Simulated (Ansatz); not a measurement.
**CH₆BGaOSeSi: one species, many methods**

One table from this session's results is given with a row withheld; the runs are named, their logs left out.

Computed with Ansatz 0.2.0, Gaussian basis. Level: functionals in def2-TZVPP, the program's frozen cores in correlated methods.

The runs, in order: LDA (SPW92), PBE-D4, revPBE-D4, BLYP-D4, r2SCAN-D4, B97M-V, PBE0-D4, B3LYP-D4, r2SCANh-D4, r2SCAN0-D4, HSE06-D4, BHLYP-D4, CAM-B3LYP-D4, LC-ωPBE, ωB97X-V, ωB97M-V, B2PLYP, PBE-QIDH; CCSD(T)/def2-SVP; CCSD(T)/def2-TZVPP; MP2/def2-QZVPP; extrapolation to the limit; RPA on PBE.

## The geometry

All runs share one geometry, relaxed beforehand with PBE0-D4 in a triple-zeta def2 set.

12 atoms, charge 0, spin multiplicity 1.

Atoms are counted from 1 here; the program's logs count them from 0.

Bond lengths: B1–Si2 2.016 Å, B1–Ga6 2.135 Å, B1–H7 1.288 Å, B1–H8 1.194 Å, B1–H12 1.287 Å, Si2–C3 1.913 Å, Si2–H9 1.485 Å, Si2–H10 1.485 Å, C3–Se4 1.773 Å, C3–O5 1.329 Å, O5–Ga6 1.823 Å, Ga6–H7 1.801 Å, Ga6–H11 1.537 Å, Ga6–H12 1.802 Å. Angles: Si2–B1–Ga6 98.4°, Si2–B1–H7 108.6°, Si2–B1–H8 126.2°, Si2–B1–H12 108.6°, Ga6–B1–H7 57.3°, Ga6–B1–H8 135.4°, Ga6–B1–H12 57.3°, H7–B1–H8 102.4°, H7–B1–H12 107.4°, H8–B1–H12 102.4°, B1–Si2–C3 102.5°, B1–Si2–H9 113.3°, B1–Si2–H10 113.3°, C3–Si2–H9 109.0°, C3–Si2–H10 109.0°, H9–Si2–H10 109.4°, Si2–C3–Se4 121.6°, Si2–C3–O5 117.1° and more.

The first run:

in.yaml reads:

```yaml
crystal:
  periodic: [false, false, false]
  atoms:
    - {symbol: B, position_ang: [0.258023, -1.226227, 0.537088]}
    - {symbol: Si, position_ang: [1.294685, 0.473158, 0.217843]}
    - {symbol: C, position_ang: [-0.009370, 1.607270, -0.603326]}
    - {symbol: Se, position_ang: [0.383261, 3.263190, -1.102098]}
    - {symbol: O, position_ang: [-1.225051, 1.100611, -0.784737]}
    - {symbol: Ga, position_ang: [-1.618898, -0.602950, -0.268423]}
    - {symbol: H, position_ang: [-0.190341, -1.651484, -0.592587]}
    - {symbol: H, position_ang: [0.678729, -2.224757, 1.038117]}
    - {symbol: H, position_ang: [1.772666, 1.114274, 1.469186]}
    - {symbol: H, position_ang: [2.437662, 0.298203, -0.714034]}
    - {symbol: H, position_ang: [-3.021268, -1.197939, -0.473389]}
    - {symbol: H, position_ang: [-0.760098, -0.953349, 1.276358]}
basis:
  gaussian: {orbitals: def2-TZVPP}
hamiltonian: {xc: lda}
output: {orbitals: {seedname: orbitals}}
```

Started as:

```
> ansatz run in.yaml --threads 2 --pin off --events-out ev --progress --plain --max-ram 32768MiB --backend cuda --devices 0, --max-vram 18GiB
```

Among the steps run: LDA; PBE-D4 (GGA); revPBE-D4 (GGA); BLYP-D4 (GGA); r2SCAN-D4 (meta-GGA); B97M-V (meta-GGA); B3LYP-D4 (hybrid); r2SCANh-D4 (hybrid); r2SCAN0-D4 (hybrid); HSE06-D4 (hybrid); BHLYP-D4 (hybrid); CAM-B3LYP-D4 (range-separated); LC-ωPBE (range-separated); ωB97X-V (range-separated); ωB97M-V (range-separated); B2PLYP (double hybrid); PBE-QIDH (double hybrid).

One of the session's tables, all rows but one given; the rest of the session is left out.

It belongs to the step «Frontier levels by functional». 

```
  functional  HOMO (eV)  LUMO (eV)  gap (eV)
 LDA (SPW92)      -4.96      -3.23      1.73
      PBE-D4      -4.79      -2.99      1.80
   revPBE-D4      -4.73      -2.90      1.83
     BLYP-D4      -4.62      -2.86      1.77
   r2SCAN-D4      -4.98      -2.87      2.11
      B97M-V      -5.08      -2.89      2.20
     PBE0-D4          ?          ?         ?
    B3LYP-D4      -5.61      -2.38      3.23
  r2SCANh-D4      -5.37      -2.57      2.80
  r2SCAN0-D4      -5.96      -2.11      3.85
    HSE06-D4      -5.44      -2.56      2.89
    BHLYP-D4      -6.73      -1.27      5.46
CAM-B3LYP-D4      -7.06      -1.18      5.88
     LC-ωPBE      -8.37      -0.13      8.24
     ωB97X-V      -8.04      -0.19      7.85
     ωB97M-V      -7.92      -0.33      7.59
```

Estimate the missing values for PBE0-D4.

**Answer.** HOMO (eV): -5.83; LUMO (eV): -2.18; gap (eV): 3.64. In the column «HOMO (eV)» it lies between r2SCAN0-D4 (-5.96) and B3LYP-D4 (-5.61).
